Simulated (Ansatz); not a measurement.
HfMg6Mn under changes of volume

One of the cells (21.049 Å³/atom); the others are scaled copies at fixed shape and fractional positions:

```
Hf Mn Mg
1.0
     4.90821    0.00000    0.00000
     0.00000    3.08557    5.55935
     0.00000   -3.08557    5.55935
Hf Mn Mg
1 1 6
Direct
  0.50000 0.68722 0.68722
  0.00000 0.81098 0.81098
  0.50000 0.16650 0.16650
  0.50000 0.16568 0.68048
  0.50000 0.68048 0.16568
  0.00000 0.32886 0.32886
  0.00000 0.33650 0.82378
  0.00000 0.82378 0.33650
```

The cell comes from a database or a generator and needn't be the stable form of this composition.

- Program: Ansatz 0.2.0
- Functional: PBE
- Potentials or basis: Ansatz PAW
- Cutoff: 420 eV (not typed: the program's choice for these potentials)
- k mesh: 6 × 5 × 5
- Occupations: fermi-dirac, width 0.05 eV
- Spin: collinear spin, ferromagnetic start
- Starting moments: [0.0, 4.0, 0.0, 0.0, 0.0, 0.0, 0.0, 0.0] μB

```tsv
volume (Å³/atom)	energy over the lowest point (meV/atom)	pressure (GPa)	moment (μB per cell)	largest force (eV/Å)
19.786	14.26	3.6	2.72	0.152
20.207	6.47	2.4	2.75	0.111
20.628	?	?	?	?
21.049	0.00	0.2	2.81	0.050
21.470	0.77	-0.7	2.83	0.061
21.891	3.88	-1.6	2.85	0.086
22.311	9.13	-2.4	2.87	0.109
```

**Question.** What does the run at 20.628 Å³/atom give?

**Answer.** Energy over the lowest point 1.81 meV/atom; pressure 1.2 GPa; moment 2.78 μB per cell; largest force 0.073 eV/Å.

Worked out: A Birch-Murnaghan fit of order 3 (a polynomial in V^(-2/3)) to the other rows has its minimum at 21.13 Å³/atom with B0 = V·E''(V) = 48 GPa and B' = 3.8 at fixed shape and positions, which overstates the stiffness. It gives 1.81 meV/atom at 20.628 Å³/atom, against the run's 1.81, and -dE/dV = 1.2 GPa, against 1.2. A parabola through the other rows of the moment, of slope 0.0663 μB per Å³/atom there, gives 2.78 μB, against the run's 2.78.

Energies are extrapolated to zero smearing.
